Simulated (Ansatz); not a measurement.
# CF4 (tetrafluoromethane): B2PLYP/aug-cc-pVDZ

What is the electronic atomisation energy of CF4 (tetrafluoromethane) at B2PLYP/aug-cc-pVDZ? 

Program for the calculation: Ansatz 0.2.0.

30 further runs of the same task are left out: 2 that didn't finish, 28 set aside as unsound or not needed.

### Step 1. Starting point

The species is CF4 (5 atoms), meant as a singlet with charge 0. SMILES: `FC(F)(F)F`. The coordinates come from a PBE0-D4/def2-TZVP relaxation.

Bond lengths: F1–C2 1.318 Å, C2–F3 1.318 Å, C2–F4 1.318 Å, C2–F5 1.318 Å. Angles: F1–C2–F3 109.5°, F1–C2–F4 109.5°, F1–C2–F5 109.5°, F3–C2–F4 109.5°, F3–C2–F5 109.5°, F4–C2–F5 109.5°.

### Step 2. The energy at B2PLYP/aug-cc-pVDZ

Input file run.yaml:

```yaml
crystal:
  periodic: [false, false, false]
  atoms:
    - symbol: F
      position_ang: [-0.850100, 0.025300, 0.989500]
    - symbol: C
      position_ang: [0.010000, -0.014700, -0.008300]
    - symbol: F
      position_ang: [1.157500, -0.501300, 0.420100]
    - symbol: F
      position_ang: [-0.464000, -0.786000, -0.966200]
    - symbol: F
      position_ang: [0.196600, 1.203000, -0.476700]
basis:
  gaussian:
    orbitals: aug-cc-pVDZ
correlation:
  frozen_orbitals: {C: 1, F: 1}
output: {orbitals: {seedname: orbitals}}
hamiltonian:
  xc: {name: B2PLYP}
accuracy: high
```

Run with:

```bash
$ ansatz run run.yaml --threads 1 --pin off --max-ram 3480MiB --events-out events.jsonl --progress --plain --runs-dir runs
```

Standard output:

```text
Warning: RAYON_NUM_THREADS=1 ignored (pool sized by the plan → 1); use --threads N
Functional definition: B2PLYP
  name "B2PLYP"
  parameter a = 0.53
  parameter c = 0.27
  exchange = (1 - a)*b88_x + a*exact_x
  correlation = (1 - c)*lyp_c + c*(mp2_os + mp2_ss)
2366 factors; integrals over basis functions are off by at most 2.7e-9 eV
mean field evaluation 1: about -11886.3429 eV, gradient 4.6e1 eV
mean field evaluation 2: about -11886.5929 eV, gradient 4.7e1 eV
mean field evaluation 4: about -11889.8761 eV, gradient 1.0e0 eV
mean field evaluation 8: about -11889.8910 eV, gradient 1.0e-2 eV
mean field evaluation 16: about -11889.8910 eV, gradient 9.3e-8 eV
mean field -11889.89103666 eV, -436.9454363396 hartree, gradient 3.9e-8 eV, S^2 0.000000; 0 other end points of the search recorded, 0 dependent functions left out
5 core orbitals not correlated: weight in the atoms' cores, before any rotation towards them, 1.000 or more for the frozen orbitals, at most 0.000 for the correlated occupied ones
reference -11889.89106077 eV, -436.9454372255 hartree; 16, 16 occupied and 94, 94 virtual orbitals, 2366 factors
second order -30.52660630 eV of doubles, -0.00000000 eV of singles
Total energy: -11898.13324447 eV, -437.2483318898 hartree
```

It took 16 s on 1 thread of Arm Neoverse V1, shared host; peak memory 0.41 GiB.

### Step 3. The C atom, same level

Input file input.yaml:

```yaml
crystal:
  periodic: [false, false, false]
  atoms:
    - {symbol: C, position_ang: [0.000000, 0.000000, 0.000000]}
basis:
  gaussian: {orbitals: aug-cc-pVDZ}
magnetization: {spin_polarized: true, initial_magnetization: 2}
hamiltonian: {xc: {name: B2PLYP}}
correlation: {frozen_orbitals: {C: 1}}
accuracy: high
```

Run with:

```bash
$ ansatz run input.yaml --threads 1 --pin off --max-ram 3480MiB --events-out events.jsonl --progress --plain --runs-dir runs
```

Standard output:

```text
Warning: RAYON_NUM_THREADS=1 ignored (pool sized by the plan → 1); use --threads N
Functional definition: B2PLYP
  name "B2PLYP"
  parameter a = 0.53
  parameter c = 0.27
  exchange = (1 - a)*b88_x + a*exact_x
  correlation = (1 - c)*lyp_c + c*(mp2_os + mp2_ss)
195 factors; integrals over basis functions are off by at most 2.5e-9 eV
mean field evaluation 1: about -1028.4789 eV, gradient 3.9e0 eV
mean field evaluation 2: about -1028.4799 eV, gradient 3.8e0 eV
mean field evaluation 4: about -1028.5947 eV, gradient 1.3e-1 eV
mean field evaluation 8: about -1028.5946 eV, gradient 2.6e-3 eV
mean field -1028.59464303 eV, -37.8001559247 hartree, gradient 2.5e-8 eV, S^2 2.005481; 0 other end points of the search recorded, 0 dependent functions left out
1 core orbitals not correlated: weight in the atoms' cores, before any rotation towards them, 1.000 or more for the frozen orbitals, at most 0.000 for the correlated occupied ones
reference -1028.59465937 eV, -37.8001565255 hartree; 3, 1 occupied and 19, 21 virtual orbitals, 195 factors
second order -1.84127832 eV of doubles, -0.00000000 eV of singles
Total energy: -1029.09180452 eV, -37.8184262726 hartree
```

Run time: 0.42 s. Hardware: 1 thread of Arm Neoverse V1, shared host.

### Step 4. The F atom, same level

Input file input.yaml:

```yaml
crystal:
  periodic: [false, false, false]
  atoms:
    - {symbol: F, position_ang: [0.000000, 0.000000, 0.000000]}
basis:
  gaussian: {orbitals: aug-cc-pVDZ}
total_charge: 0
magnetization: {spin_polarized: true, initial_magnetization: 1}
hamiltonian: {xc: {name: B2PLYP}}
correlation: {frozen_orbitals: {F: 1}}
accuracy: high
```

Run the same way, it converges to -99.67564 Eh (log not shown).

### Step 5. What came out

Level: B2PLYP/aug-cc-pVDZ, 5 core orbitals frozen.

```
                                     quantity          value
                       molecule: total energy  -437.24833 Eh
  molecule: HOMO energy (SCF part's orbitals)      -14.94 eV
  molecule: LUMO energy (SCF part's orbitals)        1.05 eV
molecule: HOMO–LUMO gap (SCF part's orbitals)       15.99 eV
                         C atom: total energy   -37.81843 Eh
                                 C atom: ⟨S²⟩          2.005
                         F atom: total energy   -99.67564 Eh
                                 F atom: ⟨S²⟩          0.752
                electronic atomisation energy      19.792 eV
```

Taking the molecule apart into free atoms costs 19.79 eV (456 kcal/mol), before zero-point energy and without spin-orbit coupling.
